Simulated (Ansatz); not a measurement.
# LaBr: the cost of one run

Program: Ansatz 0.2.0. Level of theory: DFT LDA, with the methods named in each step. These are calculated values, not measurements.

1 further run of the same task is left out (it didn't finish).

### Step 1. The structure to begin with

The structure is trigonal, space group R-3m (No. 166). Conventional cell: a = 4.132 Å, b = 4.132 Å, c = 31.904 Å, α = 90.00°, β = 90.00°, γ = 120.00°. Around La (site symmetry 3m) lie 3 Br at 3.07 Å. Br (site symmetry 3m) is surrounded by 3 La at 3.07 Å.

Coordinates:

```
CELL_PARAMETERS angstrom
2.06604 1.19283 10.63456
-2.06604 1.19283 10.63456
0.00000 -2.38566 10.63456
ATOMIC_POSITIONS crystal
La 0.88011 0.88011 0.88011
La 0.11989 0.11989 0.11989
Br 0.60743 0.60743 0.60743
Br 0.39257 0.39257 0.39257
```

Atoms are numbered in the order of the input: La1, La2, Br3, Br4.

### Step 2. Free moments, LAPW

Input file input.yaml:

```yaml
crystal:
  lattice:
    - [2.066044927, 1.1928315948, 10.6345596304]
    - [-2.066044927, 1.1928315948, 10.6345596304]
    - [0.0, -2.3856631895, 10.6345596304]
  atoms:
    - { symbol: La, position: [0.880107, 0.880107, 0.880107], spin: -1.0 }
    - { symbol: La, position: [0.119893, 0.119893, 0.119893], spin: -1.0 }
    - { symbol: Br, position: [0.607426, 0.607426, 0.607426] }
    - { symbol: Br, position: [0.392574, 0.392574, 0.392574] }
magnetization:
  spin_polarized: true
kpoints:
  mp_grid: { grid: [8, 8, 8] }
scf:
  occupations: { method: fermi_dirac, width: 0.05 }
  lower_state_search: "off"
hamiltonian:
  xc: lda
  pseudopotentials: { kind: all_electron, lapw: { basis_error: 0.001 } }
output:
  forces: true
  stress: true
  eigenvalues: false
  populations: true
```

Started as:

```sh
> ansatz run input.yaml --threads 2 --pin off --max-ram 6144MiB --backend cpu --events-out ev --progress --plain --runs-dir out
```

**Question.** How long does this run take on 2 threads of Arm Neoverse V1, shared host, and how much memory does it need?

About 2.2 min, with a peak of 1 GiB.
